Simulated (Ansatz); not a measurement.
## TiAl3, space group Pm-3m: the spin response to a magnetic field

Computed with the Python package of Ansatz (0.2.0).

Script `zeeman.py`:
```python
'''Spin moment of TiAl3 in a magnetic field.'''

import ansatz as az
import numpy as np

SETTINGS = {
    'ecut': 420,
    'smearing': 'fermi_dirac',
    'width_ev': 0.15,
    'functional': 'pbesol',
    'kmesh': (6, 6, 6),
}

vectors = np.array([
    [3.955671, 0.0, 0.0],
    [0.0, 3.955671, 0.0],
    [0.0, 0.0, 3.955671],
])
crystal = (
    az.Lattice.of(vectors)
    .atom('Ti', [0.0, 0.0, 0.0])
    .atom('Al', [0.5, 0.5, 0.0])
    .atom('Al', [0.5, 0.0, 0.5])
    .atom('Al', [0.0, 0.5, 0.5])
)

base = (
    crystal.calculation()
    .basis(SETTINGS['ecut'])
    .occupations(SETTINGS['smearing'], width=SETTINGS['width_ev'])
    .functional(SETTINGS['functional'])
    .kpoints(*SETTINGS['kmesh'])
    .spin('collinear')
)
# the field acts on the spins alone; such large fields lift the response over the noise
rows = []
for tesla in [0, 100, 200, 400]:
    rep = (base.magnetic_field(tesla) if tesla else base).run(threads=1).report
    rows.append((tesla, rep['magnetization_mub'], rep['free_energy_ev'], rep['components'].get('e_zeeman', 0.0)))
lines = [','.join(['B (T)', 'moment muB', 'F eV', 'Zeeman term eV'])] + [','.join(f'{v:.4f}' if isinstance(v, float) else str(v) for v in row) for row in rows]
print('\n'.join(lines))
with open('zeeman.csv', 'w') as handle:
    handle.write('\n'.join(lines) + '\n')
slope = np.polyfit([row[0] for row in rows], [row[1] for row in rows], 1)[0]
print(f'dM/dB = {1000 * slope:.4f} muB per 1000 T per cell')
```

Running `python zeeman.py` prints:
```text
RunWarning: this spin-polarised run has no starting moment large enough to seed its density, so its SCF can try parallel moments of its own, which can die out, and starts no order whose moments cancel. Behind that start scf.lower_state_search: light tries no [...]
B (T),moment muB,F eV,Zeeman term eV
0,0.0000,-4049.1374,0.0000
100,0.0174,-4049.1375,-0.0001
200,0.0348,-4049.1376,-0.0004
400,0.0697,-4049.1382,-0.0016
dM/dB = 0.1742 muB per 1000 T per cell
```
(Warnings from the package without file and line, shortened.)

Caveats:
- Total energies depend on the potentials; only differences at equal settings carry meaning. A total without «per atom» is that of the cell as typed.
- The run is spin-unpolarised.
- For a metal this k-point mesh is coarse: on a finer one energies can move by several to tens of meV an atom and pressures by half a GPa or more, differences at one mesh by less.
- A Fermi-Dirac width this large means warm electrons, whose thermal share enters the free energy.
- This cell is a computed structure, which may not be the phase found in nature.
- Orbital magnetism is left out. The response of a metal hangs strongly on mesh and smearing, and a straight-line fit holds only where the moment is linear in the field.
- Run time: 21 s on 1 thread of Arm Neoverse V1 (shared host), peak memory 0.39 GiB.

(Lines on the test bed's own set-up are left out of the output.)
